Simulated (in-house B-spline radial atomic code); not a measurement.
# Ga⁵⁺: a fraction of an electron removed from 3p

Aim: the energy of Ga⁵⁺ as a fraction of an electron is removed from 3p, to see how far it bends away from a straight line.

Program: in-house B-spline radial atomic code version 1. Level of theory: non-relativistic Hartree-Fock (fractional occupations), spin-polarised, spherical fractional occupations, point nucleus, basis-set limit. These are calculated values, not measurements, unless marked.

### Step 1. What is computed

* element: gallium (Z = 31)
* charge: +5
* electrons: 26
* configuration: [Ar] 3d8
* Hamiltonian: non-relativistic
* nucleus: point

The outer shells:

[Ar] 3d8
```
[Ar] core
3d [↑↓][↑↓][↑↓][↑ ][↑ ]
```

Where spins are not typed, each open shell is filled with up spins first.

### Step 2. The start, at fraction 0

Settings of the run:

```ini
Z = 31
electrons = 26.0
configuration = [Ar] 3d8
hamiltonian = nr
method = hf,
spin_polarised = True
```

Main fields of the result record, rounded:

```text
status: converged
scf [iteration, energy, orbital gradient]:
  - [1, -1894.00043358, 0.943]
  - [2, -1908.5184972, 0.684]
  - [3, -1914.65684069, 0.182]
  - [4, -1915.16368979, 0.0461]
  - [5, -1915.18454876, 0.0238]
  - [6, -1915.19428202, 0.00146]
  - [7, -1915.19431186, 0.000247]
  - [8, -1915.19431396, 6.36e-05]
  - [9, -1915.19431405, 3.32e-06]
  - [10, -1915.19431405, 1.12e-07]
energy [hartree]: {"total": -1915.19431405, "kinetic": 1915.19430868, "nuclear": -4505.52216239, "coulomb": 745.630032618, "exact_exchange": -70.4964929597}
orbitals [hartree, bohr; first row names the columns]:
  - ["name", "occ", "eps", "<r>", "<r^2>", "<1/r>", "r_max", "density_at_nucleus", "spin_orbit_zeta"]
  - ["1s up", 1.0, -382.1387, 0.04941, 0.0032712, 30.509, 0.032623, 9181.0, "-"]
  - ["1s down", 1.0, -382.13725, 0.049409, 0.0032711, 30.509, 0.032623, 9181.1, "-"]
  - ["2s up", 1.0, -51.583307, 0.22077, 0.057428, 6.7043, 0.18537, 880.7, "-"]
  - ["2s down", 1.0, -51.454881, 0.22039, 0.057203, 6.7154, 0.18523, 883.54, "-"]
  - ["2p up", 3.0, -45.906466, 0.19225, 0.045234, 6.6414, 0.14807, "-", 0.64918]
  - ["2p down", 3.0, -45.783363, 0.19174, 0.044953, 6.6539, 0.1479, "-", 0.65179]
  - ["3s up", 1.0, -9.6383873, 0.6469, 0.48025, 2.1822, 0.56828, 134.47, "-"]
  - ["3s down", 1.0, -9.3824362, 0.65009, 0.48518, 2.1667, 0.56916, 131.93, "-"]
  - ["3p up", 3.0, -7.7225464, 0.66078, 0.50967, 2.0685, 0.56521, "-", 0.088814]
  - ["3p down", 3.0, -7.4123814, 0.66638, 0.51878, 2.0465, 0.5669, "-", 0.08621]
  - ["3d up", 5.0, -4.4046983, 0.69429, 0.59057, 1.815, 0.51684, "-", 0.0079618]
  - ["3d down", 3.0, -3.7426833, 0.72886, 0.65767, 1.749, 0.52938, "-", 0.0073185]
sum_r [bohr^k]: {"-1": 145.3394, "1": 12.62843, "2": 9.368374}
density_at_nucleus [bohr^-3]: 20392.7
spin_density_at_nucleus [bohr^-3]: -0.42394
mass_velocity [hartree]: -71.22619
darwin [hartree]: 52.87946
```

Wall time 0.19 s (1 thread, shared host).

### Step 3. 0.12 electron removed from 3p

Settings of the run:

```ini
Z = 31
electrons = 25.88
configuration = [Ne] 3s2 3p5.88 3d8
hamiltonian = nr
method = hf,
spin_polarised = True
```

Result record:

```text
status: converged
scf [iteration, energy, orbital gradient]:
  - [1, -1892.37923592, 0.975]
  - [2, -1907.56778049, 0.718]
  - [3, -1913.74648161, 0.191]
  - [4, -1914.26818086, 0.046]
  - [5, -1914.29071991, 0.025]
  - [6, -1914.30083113, 0.00174]
  - [7, -1914.30086892, 0.000241]
  - [8, -1914.30087109, 6.24e-05]
  - [9, -1914.30087117, 3.34e-06]
  - [10, -1914.30087117, 1.05e-07]
energy [hartree]: {"total": -1914.30087117, "kinetic": 1914.30086928, "nuclear": -4500.42402705, "coulomb": 742.083280159, "exact_exchange": -70.2609935539}
orbitals [hartree, bohr; first row names the columns]:
  - ["name", "occ", "eps", "<r>"]
  - ["1s up", 1.0, -382.3037, 0.04941]
  - ["1s down", 1.0, -382.2957, 0.049408]
  - ["2s up", 1.0, -51.732176, 0.22076]
  - ["2s down", 1.0, -51.597693, 0.22036]
  - ["2p up", 3.0, -46.058427, 0.19223]
  - ["2p down", 3.0, -45.925139, 0.19174]
  - ["3s up", 1.0, -9.7730828, 0.64591]
  - ["3s down", 1.0, -9.478445, 0.64955]
  - ["3p up", 3.0, -7.856456, 0.65932]
  - ["3p down", 2.88, -7.4784288, 0.66602]
  - ["3d up", 5.0, -4.5362793, 0.69046]
  - ["3d down", 3.0, -3.8528169, 0.72518]
sum_r [bohr^k]: {"-1": 145.175, "1": 12.51126, "2": 9.235288}
energy_minus_base [hartree]: 0.893442877
```

Run time: 0.09 s. Hardware: 1 thread, shared host.

energy_minus_base is the energy less that of the reference run.

### Step 4. 0.19 electron removed from 3p

Settings of the run:

```ini
Z = 31
electrons = 25.81
configuration = [Ne] 3s2 3p5.81 3d8
hamiltonian = nr
method = hf,
spin_polarised = True
```

Result record:

```text
status: converged
scf [iteration, energy, orbital gradient]:
  - [1, -1891.45447074, 0.992]
  - [2, -1907.01938108, 0.706]
  - [3, -1913.21274897, 0.189]
  - [4, -1913.74216418, 0.0464]
  - [5, -1913.76567277, 0.0248]
  - [6, -1913.77598266, 0.00181]
  - [7, -1913.77602235, 0.000242]
  - [8, -1913.77602456, 6.17e-05]
  - [9, -1913.77602463, 3.35e-06]
  - [10, -1913.77602463, 9.92e-08]
energy [hartree]: {"total": -1913.77602463, "kinetic": 1913.77602378, "nuclear": -4497.43761326, "coulomb": 740.012137109, "exact_exchange": -70.1265722646}
orbitals [hartree, bohr; first row names the columns]:
  - ["name", "occ", "eps", "<r>"]
  - ["1s up", 1.0, -382.40036, 0.04941]
  - ["1s down", 1.0, -382.38853, 0.049408]
  - ["2s up", 1.0, -51.819405, 0.22076]
  - ["2s down", 1.0, -51.681404, 0.22034]
  - ["2p up", 3.0, -46.147463, 0.19223]
  - ["2p down", 3.0, -46.008245, 0.19174]
  - ["3s up", 1.0, -9.8519346, 0.64534]
  - ["3s down", 1.0, -9.5347329, 0.64924]
  - ["3p up", 3.0, -7.9348556, 0.65848]
  - ["3p down", 2.81, -7.5172182, 0.6658]
  - ["3d up", 5.0, -4.6133706, 0.68828]
  - ["3d down", 3.0, -3.9173894, 0.72306]
sum_r [bohr^k]: {"-1": 145.0786, "1": 12.44331, "2": 9.15867}
energy_minus_base [hartree]: 1.41828942
```

Run time: 0.09 s. Hardware: 1 thread, shared host.

### Step 5. 0.36 electron removed from 3p

Settings of the run:

```ini
Z = 31
electrons = 25.64
configuration = [Ne] 3s2 3p5.64 3d8
hamiltonian = nr
method = hf,
spin_polarised = True
```

Result record:

```text
status: converged
scf [iteration, energy, orbital gradient]:
  - [1, -1889.27501401, 1.03]
  - [2, -1905.70548458, 0.688]
  - [3, -1911.90821661, 0.192]
  - [4, -1912.45346405, 0.0484]
  - [5, -1912.47927716, 0.0253]
  - [6, -1912.48999315, 0.00197]
  - [7, -1912.49003723, 0.000257]
  - [8, -1912.4900395, 6e-05]
  - [9, -1912.49003957, 3.34e-06]
  - [10, -1912.49003957, 8.57e-08]
energy [hartree]: {"total": -1912.49003957, "kinetic": 1912.49004062, "nuclear": -4490.14709423, "coulomb": 734.976249889, "exact_exchange": -69.8092358482}
orbitals [hartree, bohr; first row names the columns]:
  - ["name", "occ", "eps", "<r>"]
  - ["1s up", 1.0, -382.63633, 0.049409]
  - ["1s down", 1.0, -382.61522, 0.049406]
  - ["2s up", 1.0, -52.032415, 0.22075]
  - ["2s down", 1.0, -51.885916, 0.22031]
  - ["2p up", 3.0, -46.364869, 0.1922]
  - ["2p down", 3.0, -46.211285, 0.19174]
  - ["3s up", 1.0, -10.044272, 0.64395]
  - ["3s down", 1.0, -9.6722753, 0.64846]
  - ["3p up", 3.0, -8.1261145, 0.65645]
  - ["3p down", 2.64, -7.6121988, 0.66525]
  - ["3d up", 5.0, -4.8016026, 0.68315]
  - ["3d down", 3.0, -4.0751942, 0.71801]
sum_r [bohr^k]: {"-1": 144.8435, "1": 12.2795, "2": 8.975566}
energy_minus_base [hartree]: 2.70427448
```

Wall time 0.09 s (1 thread, shared host).

### Step 6. 0.4 electron removed from 3p

Settings of the run:

```ini
Z = 31
electrons = 25.6
configuration = [Ne] 3s2 3p5.6 3d8
hamiltonian = nr
method = hf,
spin_polarised = True
```

Result record:

```text
status: converged
scf [iteration, energy, orbital gradient]:
  - [1, -1888.76881915, 1.04]
  - [2, -1905.39794877, 0.689]
  - [3, -1911.59932256, 0.193]
  - [4, -1912.14790056, 0.0489]
  - [5, -1912.17425407, 0.0255]
  - [6, -1912.1850543, 0.002]
  - [7, -1912.18509937, 0.000262]
  - [8, -1912.18510165, 5.95e-05]
  - [9, -1912.18510171, 3.33e-06]
  - [10, -1912.18510171, 8.25e-08]
energy [hartree]: {"total": -1912.18510171, "kinetic": 1912.18510311, "nuclear": -4488.42397831, "coulomb": 733.790227392, "exact_exchange": -69.7364538966}
orbitals [hartree, bohr; first row names the columns]:
  - ["name", "occ", "eps", "<r>"]
  - ["1s up", 1.0, -382.6921, 0.049409]
  - ["1s down", 1.0, -382.6688, 0.049406]
  - ["2s up", 1.0, -52.082773, 0.22074]
  - ["2s down", 1.0, -51.934283, 0.2203]
  - ["2p up", 3.0, -46.416263, 0.1922]
  - ["2p down", 3.0, -46.259304, 0.19174]
  - ["3s up", 1.0, -10.089698, 0.64362]
  - ["3s down", 1.0, -9.7048082, 0.64828]
  - ["3p up", 3.0, -8.1712912, 0.65598]
  - ["3p down", 2.6, -7.6347035, 0.66512]
  - ["3d up", 5.0, -4.8460974, 0.68197]
  - ["3d down", 3.0, -4.1125249, 0.71684]
sum_r [bohr^k]: {"-1": 144.7879, "1": 12.24119, "2": 8.93307}
energy_minus_base [hartree]: 3.00921233
```

It took 0.09 s on 1 thread, shared host.

### Step 7. 0.5 electron removed from 3p

Settings of the run:

```ini
Z = 31
electrons = 25.5
configuration = [Ne] 3s2 3p5.5 3d8
hamiltonian = nr
method = hf,
spin_polarised = True
```

Result record:

```text
status: converged
scf [iteration, energy, orbital gradient]:
  - [1, -1887.54782769, 1.06]
  - [2, -1904.64000032, 0.693]
  - [3, -1910.82479441, 0.196]
  - [4, -1911.38014102, 0.0502]
  - [5, -1911.40778697, 0.0258]
  - [6, -1911.41875882, 0.00208]
  - [7, -1911.41880622, 0.000272]
  - [8, -1911.41880853, 5.83e-05]
  - [9, -1911.41880859, 3.29e-06]
  - [10, -1911.41880859, 7.47e-08]
energy [hartree]: {"total": -1911.41880859, "kinetic": 1911.41881064, "nuclear": -4484.10350004, "coulomb": 730.823538258, "exact_exchange": -69.5576574485}
orbitals [hartree, bohr; first row names the columns]:
  - ["name", "occ", "eps", "<r>"]
  - ["1s up", 1.0, -382.83194, 0.049409]
  - ["1s down", 1.0, -382.80318, 0.049405]
  - ["2s up", 1.0, -52.209056, 0.22074]
  - ["2s down", 1.0, -52.055603, 0.22027]
  - ["2p up", 3.0, -46.545141, 0.19219]
  - ["2p down", 3.0, -46.379755, 0.19174]
  - ["3s up", 1.0, -10.203542, 0.64281]
  - ["3s down", 1.0, -9.7864169, 0.64781]
  - ["3p up", 3.0, -8.2845192, 0.6548]
  - ["3p down", 2.5, -7.6912188, 0.66478]
  - ["3d up", 5.0, -4.957671, 0.67908]
  - ["3d down", 3.0, -4.2061798, 0.71395]
sum_r [bohr^k]: {"-1": 144.6485, "1": 12.14581, "2": 8.827774}
energy_minus_base [hartree]: 3.77550545
```

Run time: 0.09 s. Hardware: 1 thread, shared host.

### Step 8. 0.53 electron removed from 3p

Settings of the run:

```ini
Z = 31
electrons = 25.47
configuration = [Ne] 3s2 3p5.47 3d8
hamiltonian = nr
method = hf,
spin_polarised = True
```

Result record:

```text
status: converged
scf [iteration, energy, orbital gradient]:
  - [1, -1887.18644118, 1.07]
  - [2, -1904.41364866, 0.693]
  - [3, -1910.59156898, 0.197]
  - [4, -1911.14872097, 0.0506]
  - [5, -1911.17674919, 0.0259]
  - [6, -1911.1877663, 0.00211]
  - [7, -1911.18781437, 0.000275]
  - [8, -1911.18781669, 5.79e-05]
  - [9, -1911.18781674, 3.28e-06]
  - [10, -1911.18781674, 7.36e-08]
energy [hartree]: {"total": -1911.18781674, "kinetic": 1911.18781895, "nuclear": -4482.80384293, "coulomb": 729.933108035, "exact_exchange": -69.5049007939}
orbitals [hartree, bohr; first row names the columns]:
  - ["name", "occ", "eps", "<r>"]
  - ["1s up", 1.0, -382.87401, 0.049409]
  - ["1s down", 1.0, -382.84361, 0.049405]
  - ["2s up", 1.0, -52.247049, 0.22073]
  - ["2s down", 1.0, -52.09211, 0.22027]
  - ["2p up", 3.0, -46.583913, 0.19218]
  - ["2p down", 3.0, -46.416002, 0.19174]
  - ["3s up", 1.0, -10.237772, 0.64257]
  - ["3s down", 1.0, -9.8109757, 0.64767]
  - ["3p up", 3.0, -8.3185668, 0.65445]
  - ["3p down", 2.47, -7.7082431, 0.66468]
  - ["3d up", 5.0, -4.991236, 0.67822]
  - ["3d down", 3.0, -4.2343669, 0.71309]
sum_r [bohr^k]: {"-1": 144.6066, "1": 12.1173, "2": 8.796441}
energy_minus_base [hartree]: 4.0064973
```

Wall time 0.09 s (1 thread, shared host).

### Step 9. 0.71 electron removed from 3p

Settings of the run:

```ini
Z = 31
electrons = 25.29
configuration = [Ne] 3s2 3p5.29 3d8
hamiltonian = nr
method = hf,
spin_polarised = True
```

Result record:

```text
status: converged
scf [iteration, energy, orbital gradient]:
  - [1, -1885.07287075, 1.1]
  - [2, -1903.06637275, 0.697]
  - [3, -1909.18391081, 0.201]
  - [4, -1909.74956963, 0.0528]
  - [5, -1909.77981785, 0.0263]
  - [6, -1909.79104323, 0.00223]
  - [7, -1909.79109495, 0.000291]
  - [8, -1909.79109729, 5.56e-05]
  - [9, -1909.79109733, 3.17e-06]
  - [10, -1909.79109733, 7.06e-08]
energy [hartree]: {"total": -1909.79109733, "kinetic": 1909.79110016, "nuclear": -4474.97219868, "coulomb": 724.586956031, "exact_exchange": -69.1969548486}
orbitals [hartree, bohr; first row names the columns]:
  - ["name", "occ", "eps", "<r>"]
  - ["1s up", 1.0, -383.12752, 0.049408]
  - ["1s down", 1.0, -383.08725, 0.049404]
  - ["2s up", 1.0, -52.476033, 0.22072]
  - ["2s down", 1.0, -52.312218, 0.22023]
  - ["2p up", 3.0, -46.817583, 0.19216]
  - ["2p down", 3.0, -46.634541, 0.19174]
  - ["3s up", 1.0, -10.443889, 0.64112]
  - ["3s down", 1.0, -9.9590505, 0.64682]
  - ["3p up", 3.0, -8.5236087, 0.65236]
  - ["3p down", 2.29, -7.8110478, 0.66405]
  - ["3d up", 5.0, -5.1935137, 0.67322]
  - ["3d down", 3.0, -4.4043563, 0.708]
sum_r [bohr^k]: {"-1": 144.3539, "1": 11.94725, "2": 8.61084}
energy_minus_base [hartree]: 5.40321671
```

Wall time 0.09 s (1 thread, shared host).

### Step 10. 0.8 electron removed from 3p

Settings of the run:

```ini
Z = 31
electrons = 25.2
configuration = [Ne] 3s2 3p5.2 3d8
hamiltonian = nr
method = hf,
spin_polarised = True
```

Result record:

```text
status: converged
scf [iteration, energy, orbital gradient]:
  - [1, -1884.05507218, 1.11]
  - [2, -1902.39998508, 0.699]
  - [3, -1908.4747804, 0.203]
  - [4, -1909.04313138, 0.0539]
  - [5, -1909.07443012, 0.0264]
  - [6, -1909.08571768, 0.00228]
  - [7, -1909.08577095, 0.000297]
  - [8, -1909.08577328, 5.44e-05]
  - [9, -1909.08577333, 3.09e-06]
  - [10, -1909.08577333, 6.89e-08]
energy [hartree]: {"total": -1909.08577333, "kinetic": 1909.0857763, "nuclear": -4471.03491941, "coulomb": 721.911902692, "exact_exchange": -69.0485329062}
orbitals [hartree, bohr; first row names the columns]:
  - ["name", "occ", "eps", "<r>"]
  - ["1s up", 1.0, -383.25497, 0.049408]
  - ["1s down", 1.0, -383.20977, 0.049403]
  - ["2s up", 1.0, -52.591178, 0.22071]
  - ["2s down", 1.0, -52.422945, 0.22021]
  - ["2p up", 3.0, -46.935077, 0.19215]
  - ["2p down", 3.0, -46.744483, 0.19174]
  - ["3s up", 1.0, -10.547413, 0.6404]
  - ["3s down", 1.0, -10.033543, 0.64639]
  - ["3p up", 3.0, -8.6266095, 0.65133]
  - ["3p down", 2.2, -7.862864, 0.66373]
  - ["3d up", 5.0, -5.2952154, 0.67079]
  - ["3d down", 3.0, -4.4899004, 0.70551]
sum_r [bohr^k]: {"-1": 144.2269, "1": 11.86284, "2": 8.519523}
energy_minus_base [hartree]: 6.10854072
```

It took 0.09 s on 1 thread, shared host.

### Step 11. 0.94 electron removed from 3p

Settings of the run:

```ini
Z = 31
electrons = 25.06
configuration = [Ne] 3s2 3p5.06 3d8
hamiltonian = nr
method = hf,
spin_polarised = True
```

Result record:

```text
status: converged
scf [iteration, energy, orbital gradient]:
  - [1, -1882.51978643, 1.13]
  - [2, -1901.3709383, 0.7]
  - [3, -1907.36442534, 0.206]
  - [4, -1907.93506017, 0.0554]
  - [5, -1907.96790985, 0.0266]
  - [6, -1907.97924273, 0.00236]
  - [7, -1907.97929803, 0.000305]
  - [8, -1907.97930035, 5.24e-05]
  - [9, -1907.97930039, 2.97e-06]
  - [10, -1907.97930039, 6.56e-08]
energy [hartree]: {"total": -1907.97930039, "kinetic": 1907.97930342, "nuclear": -4464.882185, "coulomb": 717.748638495, "exact_exchange": -68.825057304}
orbitals [hartree, bohr; first row names the columns]:
  - ["name", "occ", "eps", "<r>"]
  - ["1s up", 1.0, -383.45414, 0.049408]
  - ["1s down", 1.0, -383.40125, 0.049402]
  - ["2s up", 1.0, -52.771142, 0.2207]
  - ["2s down", 1.0, -52.596063, 0.22017]
  - ["2p up", 3.0, -47.118706, 0.19213]
  - ["2p down", 3.0, -46.916376, 0.19173]
  - ["3s up", 1.0, -10.709057, 0.63928]
  - ["3s down", 1.0, -10.150006, 0.64571]
  - ["3p up", 3.0, -8.7874578, 0.64973]
  - ["3p down", 2.06, -7.9439987, 0.66322]
  - ["3d up", 5.0, -5.4541504, 0.66711]
  - ["3d down", 3.0, -4.623684, 0.70169]
sum_r [bohr^k]: {"-1": 144.0285, "1": 11.73232, "2": 8.379349}
energy_minus_base [hartree]: 7.21501365
```

It took 0.09 s on 1 thread, shared host.

### Step 12. 1 electron removed from 3p

Settings of the run:

```ini
Z = 31
electrons = 25.0
configuration = [Ne] 3s2 3p5 3d8
hamiltonian = nr
method = hf,
spin_polarised = True
```

Result record:

```text
status: converged
scf [iteration, energy, orbital gradient]:
  - [1, -1881.87994929, 1.14]
  - [2, -1900.93251392, 0.7]
  - [3, -1906.88582499, 0.207]
  - [4, -1907.45673972, 0.0561]
  - [5, -1907.49022011, 0.0266]
  - [6, -1907.5015537, 0.00238]
  - [7, -1907.50160972, 0.000308]
  - [8, -1907.50161202, 5.15e-05]
  - [9, -1907.50161206, 2.91e-06]
  - [10, -1907.50161206, 6.4e-08]
energy [hartree]: {"total": -1907.50161206, "kinetic": 1907.50161507, "nuclear": -4462.23492293, "coulomb": 715.963749077, "exact_exchange": -68.73205328}
orbitals [hartree, bohr; first row names the columns]:
  - ["name", "occ", "eps", "<r>"]
  - ["1s up", 1.0, -383.53984, 0.049408]
  - ["1s down", 1.0, -383.48364, 0.049401]
  - ["2s up", 1.0, -52.848582, 0.2207]
  - ["2s down", 1.0, -52.670578, 0.22016]
  - ["2p up", 3.0, -47.197721, 0.19212]
  - ["2p down", 3.0, -46.990366, 0.19173]
  - ["3s up", 1.0, -10.778555, 0.63881]
  - ["3s down", 1.0, -10.200134, 0.64542]
  - ["3p up", 3.0, -8.8566229, 0.64905]
  - ["3p down", 2.0, -7.9789647, 0.663]
  - ["3d up", 5.0, -5.522535, 0.66557]
  - ["3d down", 3.0, -4.6812831, 0.70007]
sum_r [bohr^k]: {"-1": 143.9431, "1": 11.67668, "2": 8.319949}
energy_minus_base [hartree]: 7.69270199
```

Run time: 0.09 s. Hardware: 1 thread, shared host.

### Step 13. Energy against the fraction

| fraction | energy change (eV) | less the straight line (eV) | level 3p down (eV) | sum of <r²> (bohr²) |
| --- | --- | --- | --- | --- |
| 0 | 0.0000 | 0.0000 | -201.70 | 9.3684 |
| 0.12 | 24.3118 | -0.8077 | -203.50 | 9.2353 |
| 0.19 | 38.5936 | -1.1789 | -204.55 | 9.1587 |
| 0.36 | 73.5871 | -1.7714 | -207.14 | 8.9756 |
| 0.4 | 81.8848 | -1.8468 | -207.75 | 8.9331 |
| 0.5 | 102.7367 | -1.9278 | -209.29 | 8.8278 |
| 0.53 | 109.0223 | -1.9221 | -209.75 | 8.7964 |
| 0.71 | 147.0290 | -1.5946 | -212.55 | 8.6108 |
| 0.8 | 166.2219 | -1.2414 | -213.96 | 8.5195 |
| 0.94 | 196.3305 | -0.4388 | -216.17 | 8.3793 |
| 1 | 209.3291 | 0.0000 | -217.12 | 8.3199 |

What this shows: From fraction 0 to 1 the energy changes by 209.329 eV. It sags under the straight line by up to 1.93 eV (at 0.5). Slater's transition state, the slope from the orbital energy at fraction 0.5 (Janak's theorem), gives 209.289 eV for the whole step. Here exact exchange is taken at spherical fractional occupations, which leaves self-interaction in open p, d and f shells; that spoils the energies somewhat, at whole numbers too.
